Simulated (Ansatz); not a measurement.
**C₂H₆Ga radical: basis-set convergence**

An exercise on one series of results from a longer session: the logs are not shown, and one member is left open.

The runs use Ansatz 0.2.0, Gaussian basis; one geometry, several basis sets.

Plan: PBE0-D4/def2-SVP; ωB97M-V/def2-SVP; PBE0-D4/def2-QZVPP; ωB97M-V/def2-QZVPP; the functionals' def2-TZVPP values are taken from earlier runs.

### The geometry

All runs share one geometry, relaxed beforehand with PBE0-D4 in a triple-zeta def2 set.

SMILES `[CH3][Ga][CH3]`, 9 atoms, charge 0, spin multiplicity 2.

Atoms are counted from 1 here; the program's logs count them from 0.

Bond lengths: C1–Ga2 1.998 Å, C1–H4 1.095 Å, C1–H5 1.089 Å, C1–H6 1.095 Å, Ga2–C3 1.998 Å, C3–H7 1.094 Å, C3–H8 1.089 Å, C3–H9 1.095 Å. Angles: Ga2–C1–H4 108.8°, Ga2–C1–H5 113.2°, Ga2–C1–H6 108.7°, H4–C1–H5 109.1°, H4–C1–H6 107.9°, H5–C1–H6 109.0°, C1–Ga2–C3 118.0°, Ga2–C3–H7 109.0°, Ga2–C3–H8 113.2°, Ga2–C3–H9 108.6°, H7–C3–H8 109.2°, H7–C3–H9 107.9°, H8–C3–H9 108.9°.

The first run:

Contents of in.yaml:

```yaml
crystal:
  periodic: [false, false, false]
  atoms:
    - {symbol: C, position_ang: [-0.788115, 1.168834, -0.960843]}
    - {symbol: Ga, position_ang: [0.921573, 0.259054, -0.470737]}
    - {symbol: C, position_ang: [0.859088, -1.167050, 0.926882]}
    - {symbol: H, position_ang: [-1.511231, 0.412868, -1.282879]}
    - {symbol: H, position_ang: [-0.669704, 1.908717, -1.751084]}
    - {symbol: H, position_ang: [-1.190969, 1.661004, -0.069822]}
    - {symbol: H, position_ang: [0.112838, -1.914398, 0.639701]}
    - {symbol: H, position_ang: [1.818153, -1.659508, 1.080685]}
    - {symbol: H, position_ang: [0.536868, -0.715820, 1.870896]}
basis:
  gaussian: {orbitals: def2-SVP}
magnetization: {spin_polarized: true, initial_magnetization: 1}
hamiltonian: {xc: pbe0, dispersion: d4}
output: {orbitals: {seedname: orbitals}}
```

Started as:

```console
ansatz run in.yaml --threads 4 --pin off --events-out ev --progress --plain --max-ram 10444MiB
```

Steps of the session up to this table: PBE0-D4 in def2-SVP; ωB97M-V in def2-SVP; PBE0-D4 in def2-QZVPP; ωB97M-V in def2-QZVPP.

One of the session's tables, all rows but one given; the rest of the session is left out.

It belongs to the step «Functionals by basis». 

```
functional       basis  HOMO (eV)  LUMO (eV)
   PBE0-D4    def2-SVP      -4.89      -1.80
   PBE0-D4  def2-TZVPP      -4.94      -1.85
   PBE0-D4  def2-QZVPP      -4.96      -1.91
   ωB97M-V    def2-SVP      -6.84      -0.14
   ωB97M-V  def2-TZVPP      -6.88      -0.21
   ωB97M-V  def2-QZVPP          ?          ?
```

**Question.** Estimate the row for ωB97M-V, def2-QZVPP.

As computed: HOMO (eV): -6.91; LUMO (eV): -0.36. In the column «HOMO (eV)» it is the lowest.
